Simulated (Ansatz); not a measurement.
**C2H2AlF: how energies converge with the basis set**

Aim: see how fast density functionals converge with the basis set for C2H2AlF.

Method: one geometry, several basis sets; program: Ansatz 0.2.0, Gaussian basis.

The runs, in order: PBE0-D4/def2-SVP; ωB97M-V/def2-SVP; PBE0-D4/def2-QZVPP; ωB97M-V/def2-QZVPP; the functionals' def2-TZVPP values are taken from earlier runs.

## (1) Structure used throughout

An earlier PBE0-D4 in a triple-zeta def2 set relaxation fixed the geometry.

SMILES `FC#[C][AlH2]`, 6 atoms, charge 0, spin multiplicity 1.

Atoms are counted from 1 here; the program's logs count them from 0.

Bond lengths: F1–C2 1.267 Å, C2–C3 1.210 Å, C3–Al4 1.895 Å, Al4–H5 1.580 Å, Al4–H6 1.580 Å. Angles: F1–C2–C3 180.0°, C2–C3–Al4 179.8°, C3–Al4–H5 118.9°, C3–Al4–H6 118.9°, H5–Al4–H6 122.3°.

Geometry (Å):

```
atom    x (Å)    y (Å)    z (Å)
  F1   2.3762   1.6875   0.9363
  C2   1.3954   0.9867   0.5460
  C3   0.4588   0.3179   0.1733
 Al4  -1.0038  -0.7359  -0.4106
  H5  -1.0820  -1.1554  -1.9318
  H6  -2.1026  -1.1648   0.6405
```

## (2) PBE0-D4 in def2-SVP

File in.yaml:

```yaml
crystal:
  periodic: [false, false, false]
  atoms:
    - {symbol: F, position_ang: [2.376174, 1.687464, 0.936300]}
    - {symbol: C, position_ang: [1.395402, 0.986670, 0.545987]}
    - {symbol: C, position_ang: [0.458807, 0.317876, 0.173344]}
    - {symbol: Al, position_ang: [-1.003756, -0.735932, -0.410571]}
    - {symbol: H, position_ang: [-1.081973, -1.155350, -1.931781]}
    - {symbol: H, position_ang: [-2.102554, -1.164828, 0.640521]}
basis:
  gaussian: {orbitals: def2-SVP}
hamiltonian: {xc: pbe0, dispersion: d4}
output: {orbitals: {seedname: orbitals}}
```

Launch:

```bash
$ ansatz run in.yaml --threads 2 --pin off --events-out ev --progress --plain --max-ram 4352MiB
```

The program printed:

```text
Functional definition: PBE0
  name "PBE0"
  cite "Adamo & Barone, J. Chem. Phys. 110, 6158 (1999) doi:10.1063/1.478522"
  cite "Perdew, Burke & Ernzerhof, Phys. Rev. Lett. 77, 3865 (1996) doi:10.1103/PhysRevLett.77.3865"
  parent pbe
  parameter a = 0.25
  parameter kappa = 0.804
  parameter beta = 0.06672455060314922
  exchange = (1 - a)*pbe_x(kappa = kappa, mu = beta*pi^2/3) + a*exact_x
  correlation = pbe_c(beta = beta)
684 factors; integrals over basis functions are off by at most 9.0e-4 eV
mean field evaluation 1: about -11398.4968 eV, gradient 4.4e1 eV
mean field evaluation 2: about -11392.1635 eV, gradient 6.5e1 eV
mean field evaluation 4: about -11403.2164 eV, gradient 2.5e0 eV
mean field evaluation 8: about -11403.3652 eV, gradient 1.8e-1 eV
mean field evaluation 16: about -11403.3654 eV, gradient 1.4e-5 eV
mean field -11403.36539234 eV, -419.0659486897 hartree, gradient 1.4e-5 eV, S^2 0.000000; 0 other end points of the search recorded, 0 dependent functions left out
reference -11403.36541732 eV, -419.0659496079 hartree; 18, 18 occupied and 52, 52 virtual orbitals, 684 factors
Total energy: -11403.44168507 eV, -419.0687523958 hartree
```

Run time: 0.85 s. Hardware: 2 threads of Arm Neoverse V1, shared host.

## (3) ωB97M-V in def2-SVP

in.yaml, as its differences from that of step 2:

```diff
@@ -11,3 +11,3 @@
   gaussian: {orbitals: def2-SVP}
-hamiltonian: {xc: pbe0, dispersion: d4}
+hamiltonian: {xc: {name: wB97M-V}}
 output: {orbitals: {seedname: orbitals}}
```

The command is unchanged.

The program printed:

```text
Functional definition: wB97M-V
  name "wB97M-V"
  cite "Mardirossian & Head-Gordon, J. Chem. Phys. 144, 214110 (2016) doi:10.1063/1.4952647"
  cite "Becke, J. Chem. Phys. 107, 8554 (1997) doi:10.1063/1.475007"
  cite "Vydrov & Van Voorhis, J. Chem. Phys. 133, 244103 (2010) doi:10.1063/1.3521275"
  # Of w^i u^j: cxij and so on, Table III.
  parameter omega = 0.3/bohr
  parameter cx = 0.15
  parameter cx01 = 1.007
  parameter cx10 = 0.259
  parameter css00 = 0.443
  parameter css04 = -1.437
  parameter css10 = -4.535
  parameter css20 = -3.390
  parameter css43 = 4.278
  parameter cos00 = 1.000
  parameter cos10 = 1.358
  parameter cos20 = 2.924
  parameter cos21 = -8.812
  parameter cos60 = -1.390
  parameter cos61 = 9.142
  parameter b = 6.0
  parameter c = 0.01
  gx(w, u) = 1 - cx + cx01*u + cx10*w
  gss(w, u) = css00 + css04*u^4 + css10*w + css20*w^2 + css43*w^4*u^3
  gos(w, u) = cos00 + cos10*w + (cos20 + cos21*u)*w^2 + (cos60 + cos61*u)*w^6
  exchange = spin_sum(e_x_unif_sr(omega)*gx(b97_w, b97_u_x)) + cx*exact_x_sr(omega) + exact_x_lr(omega)
  correlation = spin_sum(e_c_pw_mod_same_spin*gss(b97_w, b97_u_same))
      + integral(e_c_pw_mod_opposite_spin*gos(b97_w_opposite, b97_u_opposite)) + vv10(b, c)
684 factors; integrals over basis functions are off by at most 9.0e-4 eV
187 factors; integrals over basis functions are off by at most 1.2e-5 eV
mean field evaluation 1: about -11406.5282 eV, gradient 3.6e1 eV
mean field evaluation 2: about -11406.4295 eV, gradient 3.7e1 eV
mean field evaluation 4: about -11409.6521 eV, gradient 1.3e0 eV
mean field evaluation 8: about -11409.7341 eV, gradient 1.6e-1 eV
mean field evaluation 16: about -11409.7342 eV, gradient 7.9e-5 eV
mean field -11409.73417709 eV, -419.2999972123 hartree, gradient 7.9e-5 eV, S^2 0.000000; 0 other end points of the search recorded, 0 dependent functions left out
reference -11409.73421744 eV, -419.2999986954 hartree; 18, 18 occupied and 52, 52 virtual orbitals, 684 factors
Total energy: -11409.73421744 eV, -419.2999986954 hartree
```

Run time: 4.2 s. Hardware: 2 threads of Arm Neoverse V1, shared host.

## (4) PBE0-D4 in def2-QZVPP

in.yaml, as its differences from that of step 3:

```diff
@@ -10,4 +10,4 @@
 basis:
-  gaussian: {orbitals: def2-SVP}
-hamiltonian: {xc: {name: wB97M-V}}
+  gaussian: {orbitals: "def2-QZVPP.json"}
+hamiltonian: {xc: pbe0, dispersion: d4}
 output: {orbitals: {seedname: orbitals}}
```

The command is unchanged.

The program printed:

```text
Functional definition: PBE0
  name "PBE0"
  cite "Adamo & Barone, J. Chem. Phys. 110, 6158 (1999) doi:10.1063/1.478522"
  cite "Perdew, Burke & Ernzerhof, Phys. Rev. Lett. 77, 3865 (1996) doi:10.1103/PhysRevLett.77.3865"
  parent pbe
  parameter a = 0.25
  parameter kappa = 0.804
  parameter beta = 0.06672455060314922
  exchange = (1 - a)*pbe_x(kappa = kappa, mu = beta*pi^2/3) + a*exact_x
  correlation = pbe_c(beta = beta)
1054 factors; their error is unknown
mean field evaluation 1: about -11405.3167 eV, gradient 5.4e1 eV
mean field evaluation 2: about -11397.9004 eV, gradient 7.2e1 eV
mean field evaluation 4: about -11411.7107 eV, gradient 4.4e0 eV
mean field evaluation 8: about -11411.7683 eV, gradient 2.7e-1 eV
mean field -11411.76830149 eV, -419.3747499054 hartree, gradient 1.3e-5 eV, S^2 0.000000; 0 other end points of the search recorded, 0 dependent functions left out
reference -11411.76833921 eV, -419.3747512917 hartree; 18, 18 occupied and 283, 283 virtual orbitals, 1054 factors
Total energy: -11411.84460696 eV, -419.3775540796 hartree
```

It took 4.1 s on 2 threads of Arm Neoverse V1, shared host; peak memory 0.59 GiB.

## (5) ωB97M-V in def2-QZVPP

in.yaml, as its differences from that of step 4:

```diff
@@ -11,3 +11,3 @@
   gaussian: {orbitals: "def2-QZVPP.json"}
-hamiltonian: {xc: pbe0, dispersion: d4}
+hamiltonian: {xc: {name: wB97M-V}}
 output: {orbitals: {seedname: orbitals}}
```

Same command.

The program printed:

```text
Functional definition: wB97M-V
  name "wB97M-V"
  cite "Mardirossian & Head-Gordon, J. Chem. Phys. 144, 214110 (2016) doi:10.1063/1.4952647"
  cite "Becke, J. Chem. Phys. 107, 8554 (1997) doi:10.1063/1.475007"
  cite "Vydrov & Van Voorhis, J. Chem. Phys. 133, 244103 (2010) doi:10.1063/1.3521275"
  # Of w^i u^j: cxij and so on, Table III.
  parameter omega = 0.3/bohr
  parameter cx = 0.15
  parameter cx01 = 1.007
  parameter cx10 = 0.259
  parameter css00 = 0.443
  parameter css04 = -1.437
  parameter css10 = -4.535
  parameter css20 = -3.390
  parameter css43 = 4.278
  parameter cos00 = 1.000
  parameter cos10 = 1.358
  parameter cos20 = 2.924
  parameter cos21 = -8.812
  parameter cos60 = -1.390
  parameter cos61 = 9.142
  parameter b = 6.0
  parameter c = 0.01
  gx(w, u) = 1 - cx + cx01*u + cx10*w
  gss(w, u) = css00 + css04*u^4 + css10*w + css20*w^2 + css43*w^4*u^3
  gos(w, u) = cos00 + cos10*w + (cos20 + cos21*u)*w^2 + (cos60 + cos61*u)*w^6
  exchange = spin_sum(e_x_unif_sr(omega)*gx(b97_w, b97_u_x)) + cx*exact_x_sr(omega) + exact_x_lr(omega)
  correlation = spin_sum(e_c_pw_mod_same_spin*gss(b97_w, b97_u_same))
      + integral(e_c_pw_mod_opposite_spin*gos(b97_w_opposite, b97_u_opposite)) + vv10(b, c)
1011 factors; their error is unknown
246 factors; integrals over basis functions are off by at most 1.4e-5 eV
mean field evaluation 1: about -11414.0355 eV, gradient 4.5e1 eV
mean field evaluation 2: about -11414.1622 eV, gradient 4.3e1 eV
mean field evaluation 4: about -11418.2525 eV, gradient 1.9e0 eV
mean field evaluation 8: about -11418.2627 eV, gradient 5.2e-2 eV
mean field evaluation 16: about -11418.2651 eV, gradient 4.2e-5 eV
mean field -11418.26510694 eV, -419.6135031020 hartree, gradient 4.2e-5 eV, S^2 0.000000; 0 other end points of the search recorded, 0 dependent functions left out
reference -11418.26516774 eV, -419.6135053365 hartree; 18, 18 occupied and 283, 283 virtual orbitals, 1011 factors
Total energy: -11418.26516774 eV, -419.6135053365 hartree
```

It took 12 s on 2 threads of Arm Neoverse V1, shared host; peak memory 0.87 GiB.

## (6) Density functionals: the series

The def2-TZVPP values come from earlier runs at the same geometry.

```
functional       basis  functions  energy (eV)  from the largest (eV)  HOMO (eV)  LUMO (eV)
   PBE0-D4    def2-SVP         70  -11403.4417                  8.403      -7.91      -1.74
   PBE0-D4  def2-TZVPP        163  -11411.3913                  0.453      -7.95      -1.77
   PBE0-D4  def2-QZVPP        301  -11411.8446                  0.000      -7.97      -1.79
   ωB97M-V    def2-SVP         70  -11409.7342                  8.531     -10.07      -0.01
   ωB97M-V  def2-TZVPP        163  -11417.8433                  0.422     -10.16      -0.12
   ωB97M-V  def2-QZVPP        301  -11418.2652                  0.000     -10.18      -0.24
```

## (7) Summary of results

| quantity | value |
| --- | --- |
| PBE0-D4: double and triple zeta above quadruple | 8.40, 0.45 eV |
| ωB97M-V: double and triple zeta above quadruple | 8.53, 0.42 eV |

For PBE0-D4 the step from double to triple zeta gains 7.95 eV and the next only 0.45 eV. Total energies overstate the basis error of differences, where much of it tends to cancel.

For PBE0-D4 the largest set took about 5 times as long as the smallest (4.1 s against 0.85 s).
